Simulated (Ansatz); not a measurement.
# AlH₂IOZn: vertical ionisation energy

Aim: the vertical ionisation energy of AlH₂IOZn, as cation minus neutral at the neutral's geometry, on several levels, and how well −ε(HOMO) stands in for it.

Method: unrestricted cation, the program's frozen cores in correlated methods; program: Ansatz 0.2.0, Gaussian basis.

Plan: UKS PBE-D4/def2-TZVPP; UKS r2SCAN-D4/def2-TZVPP; UKS PBE0-D4/def2-TZVPP; UKS B3LYP-D4/def2-TZVPP; UKS wB97X-V/def2-TZVPP; UKS wB97M-V/def2-TZVPP; UKS B2PLYP (frozen core with 3s3p of Cu, Zn)/def2-TZVPP; UHF-CCSD(T) with 3s3p of Cu, Zn/def2-TZVPP; UHF-MP2 with 3s3p of Cu, Zn/def2-QZVPP; extrapolation to the limit; then −ε(HOMO) from the neutral's earlier runs with LDA (SPW92), PBE-D4, revPBE-D4, BLYP-D4, r2SCAN-D4, B97M-V, PBE0-D4, B3LYP-D4, r2SCANh-D4, r2SCAN0-D4, HSE06-D4, BHLYP-D4, CAM-B3LYP-D4, LC-ωPBE, ωB97X-V, ωB97M-V.

4 further runs of the same task are left out: 2 for a known fault of the program, 2 set aside as unsound or not needed.

## 1. The geometry

All runs share one geometry, relaxed beforehand with PBE0-D4 in a triple-zeta def2 set. I takes the def2 core potential; no spin-orbit term is included.

6 atoms, charge 0, spin multiplicity 1.

Atoms are counted from 1 here; the program's logs count them from 0.

Bond lengths: O1–Al2 1.695 Å, O1–H5 0.957 Å, Al2–Zn3 2.481 Å, Al2–I4 2.506 Å, Zn3–H6 1.562 Å. Angles: Al2–O1–H5 123.3°, O1–Al2–Zn3 121.4°, O1–Al2–I4 116.1°, Zn3–Al2–I4 122.6°, Al2–Zn3–H6 179.1°.

## 2. Cation, UKS PBE-D4/def2-TZVPP

File in.yaml:

```yaml
crystal:
  periodic: [false, false, false]
  atoms:
    - {symbol: O, position_ang: [-0.223178, 1.531167, -1.002081]}
    - {symbol: Al, position_ang: [-0.293476, -0.016004, -0.313055]}
    - {symbol: Zn, position_ang: [1.164286, -0.649418, 1.592065]}
    - {symbol: I, position_ang: [-1.946261, -1.600759, -1.332024]}
    - {symbol: H, position_ang: [-0.773042, 1.805787, -1.735955]}
    - {symbol: H, position_ang: [2.071671, -1.070773, 2.791060]}
basis:
  gaussian: {orbitals: def2-TZVPP}
total_charge: 1
magnetization: {spin_polarized: true, initial_magnetization: 1}
hamiltonian: {xc: pbe, dispersion: d4}
```

Run with:

```console
$ ansatz run in.yaml --threads 2 --pin off --events-out ev --progress --plain --max-ram 32768MiB --backend cpu
```

After this run come: Cation, UKS r2SCAN-D4/def2-TZVPP; Cation, UKS PBE0-D4/def2-TZVPP; Cation, UKS B3LYP-D4/def2-TZVPP; Cation, UKS wB97X-V/def2-TZVPP; Cation, UKS wB97M-V/def2-TZVPP; Cation, UKS B2PLYP (frozen core with 3s3p of Cu, Zn)/def2-TZVPP; Cation, UHF-CCSD(T) with 3s3p of Cu, Zn/def2-TZVPP; Cation, UHF-MP2 with 3s3p of Cu, Zn/def2-QZVPP.

**Question.** What will the summary of the whole plan be? Wanted: ionisation energy, CCSD(T)/CBS; nearest functional by difference; nearest −ε(HOMO); −ε(HOMO) of PBE; T1 of the cation.

**Answer**, as computed:

| quantity | value |
| --- | --- |
| ionisation energy, CCSD(T)/CBS | 9.26 eV |
| nearest functional by difference | ωB97X-V (-0.07 eV) |
| nearest −ε(HOMO) | ωB97X-V (-0.03 eV) |
| −ε(HOMO) of PBE | 6.12 eV |
| T1 of the cation | 0.021 |

What this shows: Energy differences with functionals land within 0.60 eV of the reference. The PBE orbital energy is 3.1 eV too small: a semilocal HOMO is no ionisation energy. Among orbital estimates ωB97X-V comes nearest. Hartree-Fock falls 0.85 eV short, as the neutral has more correlation energy than the cation. For Zn the d shell is correlated and the shells below it are frozen. Correlated methods include outer-core shells of I, which these sets cover unevenly. With outer-core shells in play the reference is unsure by up to some tenths of an eV, so close misses can't be ranked.
